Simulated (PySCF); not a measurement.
# Pm4S4 (Pm4S4): the cost of one run

The runs use PySCF 2.14.0; B3LYP, Pm lcecp-1-SVP with ECP50, S def2-SVP; scalar-relativistic core potentials, no spin–orbit coupling.

3 further runs of the same task are left out: 2 for a known fault of the program, 1 that didn't finish.

## 1. Starting geometry

8 atoms, charge 4, spin multiplicity 1.

Bond lengths: Pm1–Pm2 3.786 Å, Pm1–Pm3 3.786 Å, Pm1–Pm4 3.786 Å, Pm1–S5 2.746 Å, Pm1–S6 2.746 Å, Pm1–S7 2.746 Å, Pm2–Pm3 3.786 Å, Pm2–Pm4 3.786 Å, Pm2–S5 2.746 Å, Pm2–S6 2.746 Å, Pm2–S8 2.746 Å, Pm3–Pm4 3.786 Å, Pm3–S5 2.746 Å, Pm3–S7 2.746 Å, Pm3–S8 2.746 Å, Pm4–S6 2.746 Å, Pm4–S7 2.746 Å, Pm4–S8 2.746 Å. Angles: Pm2–Pm1–Pm3 60.0°, Pm2–Pm1–Pm4 60.0°, Pm2–Pm1–S5 46.4°, Pm2–Pm1–S6 46.4°, Pm2–Pm1–S7 92.0°, Pm3–Pm1–Pm4 60.0°, Pm3–Pm1–S5 46.4°, Pm3–Pm1–S6 92.0°, Pm3–Pm1–S7 46.4°, Pm4–Pm1–S5 92.0°, Pm4–Pm1–S6 46.4°, Pm4–Pm1–S7 46.4°, S5–Pm1–S6 92.8°, S5–Pm1–S7 92.8°, S6–Pm1–S7 92.8°, Pm1–Pm2–Pm3 60.0°, Pm1–Pm2–Pm4 60.0°, Pm1–Pm2–S5 46.4° and more.

As a file:

```
Pm    1.33860    1.33860    1.33860
Pm    1.33860   -1.33860   -1.33860
Pm   -1.33860    1.33860   -1.33860
Pm   -1.33860   -1.33860    1.33860
S     1.40550    1.40550   -1.40550
S     1.40550   -1.40550    1.40550
S    -1.40550    1.40550    1.40550
S    -1.40550   -1.40550   -1.40550
```

Each metal's 4 4f electrons lie in its core potential, so multiplicities, spins and levels count the valence alone.

## 2. SCF at the start, singlet

run.py (the lines that set the calculation) reads:

```python
mol = gto.M(atom='''
Pm     1.33860     1.33860     1.33860
Pm     1.33860    -1.33860    -1.33860
Pm    -1.33860     1.33860    -1.33860
Pm    -1.33860    -1.33860     1.33860
S      1.40550     1.40550    -1.40550
S      1.40550    -1.40550     1.40550
S     -1.40550     1.40550     1.40550
S     -1.40550    -1.40550    -1.40550''',
    basis={'Pm': 'lcecp-1-SVP', 'S': 'def2-SVP'},
    ecp={'Pm': 'lcecp-1-SVP'},
    charge=4, spin=0)
mf = dft.RKS(mol, xc='B3LYP')
mf.grids.atom_grid = (50, 194)  # f atoms: unpruned, at least (60, 302)
mf = mf.density_fit()  # fitting sets: Pm AutoAux, S def2-universal-JKFIT
mf.conv_tol = 1e-08; mf.max_cycle = 55
mf.kernel(dm0)  # dm0: free metal ions and neutral atoms
```

The run is started by

```console
$ OMP_NUM_THREADS=4 python run.py
```

What time and memory should one allow on 4 threads of Arm Neoverse V2, shared host?

About 10 s, with a peak of 1.5 GiB.
